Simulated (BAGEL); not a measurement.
# CH6BClSi (SMILES [SiH3]CBCl): HF/STO-3G (density fitting with qzvpp-jkfit)

What is the vertical singlet–triplet gap of CH6BClSi at HF/STO-3G (density fitting with qzvpp-jkfit)? 

The results are computed with BAGEL 1.2.2.

33 further runs of the same task are left out: 33 set aside as unsound or not needed.

## Step 1: The system as given

CH6BClSi has 10 atoms, charge 0, and is taken as a singlet. SMILES: `[SiH3]CBCl`. The shape is that of a GFN2-xTB optimisation. This is one conformer, not always the lowest.

Bond lengths: Si1–C2 1.920 Å, C2–B3 1.551 Å, B3–Cl4 1.704 Å, Si1–H5 1.463 Å, Si1–H6 1.465 Å, Si1–H7 1.464 Å, C2–H8 1.090 Å, C2–H9 1.089 Å, B3–H10 1.175 Å. Some angles: Si1–C2–B3 110.1°, C2–B3–Cl4 120.1°, Si1–C2–H8 106.1°, Si1–C2–H9 106.8°, B3–C2–H8 113.1°, B3–C2–H9 112.5°, C2–Si1–H5 110.2°, C2–Si1–H6 106.8°, C2–Si1–H7 109.8°, C2–B3–H10 122.5°.

## Step 2: A single-point energy at HF/STO-3G (density fitting with qzvpp-jkfit)

The input, input.json:

```json
{ "bagel" : [

{
  "title" : "molecule",
  "basis" : "sto-3g",
  "df_basis" : "qzvpp-jkfit",
  "angstrom" : true,
  "geometry" : [
    { "atom" : "Si", "xyz" : [   -0.735930,    1.071560,    0.389680 ] },
    { "atom" : "C", "xyz" : [   -0.018600,   -0.709450,    0.355650 ] },
    { "atom" : "B", "xyz" : [    1.102590,   -0.812900,   -0.711390 ] },
    { "atom" : "Cl", "xyz" : [    0.712110,   -1.188680,   -2.326950 ] },
    { "atom" : "H", "xyz" : [   -1.272920,    1.425770,   -0.924160 ] },
    { "atom" : "H", "xyz" : [   -1.807140,    1.078610,    1.389460 ] },
    { "atom" : "H", "xyz" : [    0.310450,    2.020410,    0.775300 ] },
    { "atom" : "H", "xyz" : [   -0.862140,   -1.370340,    0.156300 ] },
    { "atom" : "H", "xyz" : [    0.341170,   -0.923180,    1.361390 ] },
    { "atom" : "H", "xyz" : [    2.230410,   -0.591800,   -0.465280 ] }
  ]
},
{
  "title" : "hf"
},
{
  "title" : "print",
  "file" : "orbitals.molden",
  "orbitals" : true
}

]}
```

Launch:

```sh
BAGEL_NUM_THREADS=1 BAGEL input.json > input.out
```

The program printed:

```text
* using 1 threads per process

  ===============================================================
  ===============================================================

  *** Geometry ***

  { "atom" : "Si", "xyz" : [     -1.390706,      2.024955,      0.736388 ] },
  { "atom" : "C", "xyz" : [     -0.035149,     -1.340666,      0.672081 ] },
  { "atom" : "B", "xyz" : [      2.083593,     -1.536158,     -1.344332 ] },
  { "atom" : "Cl", "xyz" : [      1.345693,     -2.246280,     -4.397298 ] },
  { "atom" : "H", "xyz" : [     -2.405470,      2.694315,     -1.746409 ] },
  { "atom" : "H", "xyz" : [     -3.415000,      2.038277,      2.625699 ] },
  { "atom" : "H", "xyz" : [      0.586665,      3.818022,      1.465105 ] },
  { "atom" : "H", "xyz" : [     -1.629208,     -2.589567,      0.295364 ] },
  { "atom" : "H", "xyz" : [      0.644718,     -1.744557,      2.572654 ] },
  { "atom" : "H", "xyz" : [      4.214864,     -1.118340,     -0.879252 ] },

  Number of auxiliary basis functions:      514

  Since a DF basis is specified, we compute 2- and 3-index integrals:
    o Being stored without compression. Storage requirement is 0.005 GB

  Number of basis functions:       34
  Number of electrons      :       48

    * METHOD: MOLECULE                             0.27

  *** RHF ***

  === Nuclear Repulsion ===
   183.8259902904

      * DIIS with orbital gradients will be used.

  === RHF iteration (sto-3g) ===
      0       -805.45798596          0.00962503           0.04
      1       -805.50885856          0.00212263           0.03
      2       -805.51130510          0.00055102           0.03
      3       -805.51150530          0.00006563           0.03
      4       -805.51150786          0.00002276           0.03
      5       -805.51150823          0.00000552           0.03
      6       -805.51150824          0.00000188           0.03
      7       -805.51150825          0.00000059           0.02
      8       -805.51150825          0.00000014           0.02
      9       -805.51150825          0.00000003           0.02
     10       -805.51150825          0.00000001           0.02
    * SCF iteration converged.

    * Permanent dipole moment:
           (    0.130685,    -0.281458,    -0.755995) a.u.

    * METHOD: HF                                   0.46

    * METHOD: PRINT                                0.00

  ===============================================================
```

It took 0.89 s on 1 thread of Intel Xeon Platinum 8375C at 2.90GHz (Ice Lake), shared host.

## Step 3: The triplet at the same level

The input, hf.json:

```json
{ "bagel": [

{
  "title": "molecule",
  "basis": "sto-3g",
  "df_basis": "qzvpp-jkfit",
  "angstrom": "true",
  "geometry": [
    { "atom": "Si", "xyz": [      -0.735930,       1.071560,       0.389680 ] },
    { "atom": "C", "xyz": [      -0.018600,      -0.709450,       0.355650 ] },
    { "atom": "B", "xyz": [       1.102590,      -0.812900,      -0.711390 ] },
    { "atom": "Cl", "xyz": [       0.712110,      -1.188680,      -2.326950 ] },
    { "atom": "H", "xyz": [      -1.272920,       1.425770,      -0.924160 ] },
    { "atom": "H", "xyz": [      -1.807140,       1.078610,       1.389460 ] },
    { "atom": "H", "xyz": [       0.310450,       2.020410,       0.775300 ] },
    { "atom": "H", "xyz": [      -0.862140,      -1.370340,       0.156300 ] },
    { "atom": "H", "xyz": [       0.341170,      -0.923180,       1.361390 ] },
    { "atom": "H", "xyz": [       2.230410,      -0.591800,      -0.465280 ] }
  ]
},

{ "title": "uhf", "nopen": 2 },

{ "title": "print", "file": "orbitals.molden", "orbitals": "true" }

]}
```

Launch:

```sh
BAGEL_NUM_THREADS=1 BAGEL hf.json > hf.out
```

The program printed:

```text
* using 1 threads per process

  ===============================================================
  ===============================================================

  *** Geometry ***

  { "atom" : "Si", "xyz" : [     -1.390706,      2.024955,      0.736388 ] },
  { "atom" : "C", "xyz" : [     -0.035149,     -1.340666,      0.672081 ] },
  { "atom" : "B", "xyz" : [      2.083593,     -1.536158,     -1.344332 ] },
  { "atom" : "Cl", "xyz" : [      1.345693,     -2.246280,     -4.397298 ] },
  { "atom" : "H", "xyz" : [     -2.405470,      2.694315,     -1.746409 ] },
  { "atom" : "H", "xyz" : [     -3.415000,      2.038277,      2.625699 ] },
  { "atom" : "H", "xyz" : [      0.586665,      3.818022,      1.465105 ] },
  { "atom" : "H", "xyz" : [     -1.629208,     -2.589567,      0.295364 ] },
  { "atom" : "H", "xyz" : [      0.644718,     -1.744557,      2.572654 ] },
  { "atom" : "H", "xyz" : [      4.214864,     -1.118340,     -0.879252 ] },

  Number of auxiliary basis functions:      514

  Since a DF basis is specified, we compute 2- and 3-index integrals:
    o Being stored without compression. Storage requirement is 0.005 GB

  Number of basis functions:       34
  Number of electrons      :       48

    * METHOD: MOLECULE                             0.20

  *** Open-shell HF ***

  === Nuclear Repulsion ===
   183.8259902904

      * DIIS with orbital gradients will be used.

  === UHF iteration (sto-3g) ===
      0       -805.19037616          0.01959338           0.05
      1       -805.25183299          0.00663038           0.05
      2       -805.25952902          0.00278839           0.05
      3       -805.26161791          0.00184430           0.05
      4       -805.26332155          0.00118159           0.05
      5       -805.26463431          0.00054064           0.05
      6       -805.26496671          0.00028098           0.05
      7       -805.26506758          0.00018497           0.05
      8       -805.26510104          0.00014672           0.05
      9       -805.26513965          0.00010467           0.05
     10       -805.26516302          0.00005080           0.05
     11       -805.26516806          0.00002264           0.05
     12       -805.26516887          0.00001196           0.05
     13       -805.26516904          0.00000729           0.05
     14       -805.26516910          0.00000390           0.05
     15       -805.26516912          0.00000164           0.05
     16       -805.26516912          0.00000082           0.05
     17       -805.26516912          0.00000044           0.05
     18       -805.26516912          0.00000027           0.05
     19       -805.26516912          0.00000014           0.05
     20       -805.26516912          0.00000008           0.05
     21       -805.26516912          0.00000004           0.05
     22       -805.26516912          0.00000002           0.05
     23       -805.26516912          0.00000001           0.05
     24       -805.26516912          0.00000001           0.05
    * SCF iteration converged.

    * S^2 (UHF) is 2.0078

    * Permanent dipole moment:
           (    0.733773,    -0.460422,    -1.097338) a.u.

    * METHOD: UHF                                  1.35

    * METHOD: PRINT                                0.00

  ===============================================================
```

It took 1.7 s on 1 thread of Intel Xeon Platinum 8375C at 2.90GHz (Ice Lake), shared host.

## Step 4: Results

Level: HF/STO-3G (density fitting with qzvpp-jkfit).

```
                                        quantity          value
                           singlet: total energy  -805.51151 Eh
                          singlet: dipole moment         2.08 D
                            singlet: HOMO energy       -9.88 eV
                            singlet: LUMO energy        6.34 eV
                          singlet: HOMO–LUMO gap       16.22 eV
                           triplet: total energy  -805.26517 Eh
                          triplet: dipole moment         3.55 D
                                   triplet: ⟨S²⟩          2.008
vertical energy of the triplet above the singlet       6.703 eV
```

What this shows: At this shape the triplet lies 6.70 eV (155 kcal/mol) above the singlet. In a minimal basis such a difference can be off by several eV, whatever the method.
